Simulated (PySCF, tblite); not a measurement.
# C₂H₁₁NOSi₃: geometry, infrared bands and NMR shifts

Aim: predict the infrared bands and NMR shifts of C₂H₁₁NOSi₃ (`C[SiH2][Si@]1(O)CN[SiH2]1`).

Computed with tblite 0.8.0 and PySCF 2.14.0, with density-fitted response routines of our own, on a single molecule in the gas phase. Atoms are numbered from 0 throughout.

## 1. The molecule as given

18 atoms, charge 0, multiplicity 1; geometry from: force field or distance geometry start.

Bonds of the start (Å): C0–Si1 1.86, Si1–Si2 2.20, Si2–O3 1.69, Si2–C4 1.86, C4–N5 1.44, N5–Si6 1.79, Si6–Si2 2.21, C0–H7 1.12, C0–H8 1.12, C0–H9 1.10, Si1–H10 1.48, Si1–H11 1.47, O3–H12 0.99, C4–H13 1.12, C4–H14 1.12, N5–H15 1.04, Si6–H16 1.46, Si6–H17 1.47.

## 2. Geometry optimisation with GFN2-xTB

Job settings and geometry (Å):

```
{"job": {"kind": "relax", "xc": "GFN2-xTB", "basis": "xTB"}, "charge": 0, "multiplicity": 1}
C      2.476000     0.608000    -0.537900
Si     1.625500    -0.818900     0.306000
Si    -0.544400    -0.770900    -0.056100
O     -1.363900    -2.246800    -0.111900
C     -1.133400     0.365100    -1.400300
N     -2.316800     0.970600    -0.848900
Si    -1.614600     0.966800     0.793500
H      1.913400     1.546500    -0.315300
H      2.494500     0.400600    -1.635500
H      3.523100     0.683500    -0.216700
H      2.121500    -2.066900    -0.314900
H      1.955800    -0.874700     1.738800
H     -0.862600    -2.843000    -0.722000
H     -1.406500    -0.229100    -2.308600
H     -0.338700     1.106900    -1.664500
H     -3.185100     0.397800    -0.933800
H     -2.595300     0.687500     1.842100
H     -0.757300     2.123500     1.109400
```

Launch:

```sh
$ OMP_NUM_THREADS=1 python probes_run.py task.json out
```

This one command runs all jobs of the session in turn.

**Question.** This job is followed by: GFN2-xTB harmonic vibrations, gas phase; GIAO PBE0/pcSseg-1 NMR shielding, non-relativistic, gas phase. Predict these results of the whole session: strongest single infrared mode (GFN2-xTB); zero-point energy (GFN2-xTB); 13C shifts against TMS (PBE0/pcSseg-1); 1H shifts against TMS (PBE0/pcSseg-1, means over atoms taken as alike); 29Si shifts against TMS (PBE0/pcSseg-1); 17O shifts against H2O (PBE0/pcSseg-1); 15N shifts against NH3 (PBE0/pcSseg-1).

As calculated:

```
                                                              quantity                                                      value
                             strongest single infrared mode (GFN2-xTB)                                      2155 cm⁻¹, 595 km/mol
                                          zero-point energy (GFN2-xTB)                                              78.7 kcal/mol
                                13C shifts against TMS (PBE0/pcSseg-1)                                            54.9, -10.7 ppm
1H shifts against TMS (PBE0/pcSseg-1, means over atoms taken as alike)  5.79, 5.55, 4.17, 4.04, 3.72, 3.61, 1.27, 0.17, -0.31 ppm
                               29Si shifts against TMS (PBE0/pcSseg-1)                                     36.6, -24.9, -77.0 ppm
                                17O shifts against H2O (PBE0/pcSseg-1)                                                   38.1 ppm
                                15N shifts against NH3 (PBE0/pcSseg-1)                                                   14.3 ppm
```

What this shows: The optimisation took 216 steps and gained 1.662 eV; among the close pairs (by a distance rule), Si2–Si6 changed most, from 2.211 to 2.339 Å. All 48 modes are real, so the xTB geometry is a minimum. The strongest single mode, at 2155 cm⁻¹, moves mainly H10 and H17. GFN2-xTB is a fitted tight-binding method: band positions and strengths are rough. Its intensities can rank the bands wrongly. The most deshielded carbon is C4 (sp3 CH2 bonded to N and Si), at 54.9 ppm: deshielded by the electronegative neighbour. At PBE0/pcSseg-1: The largest span, 186 ppm, is at Si6, where the paramagnetic term is -506 ppm.
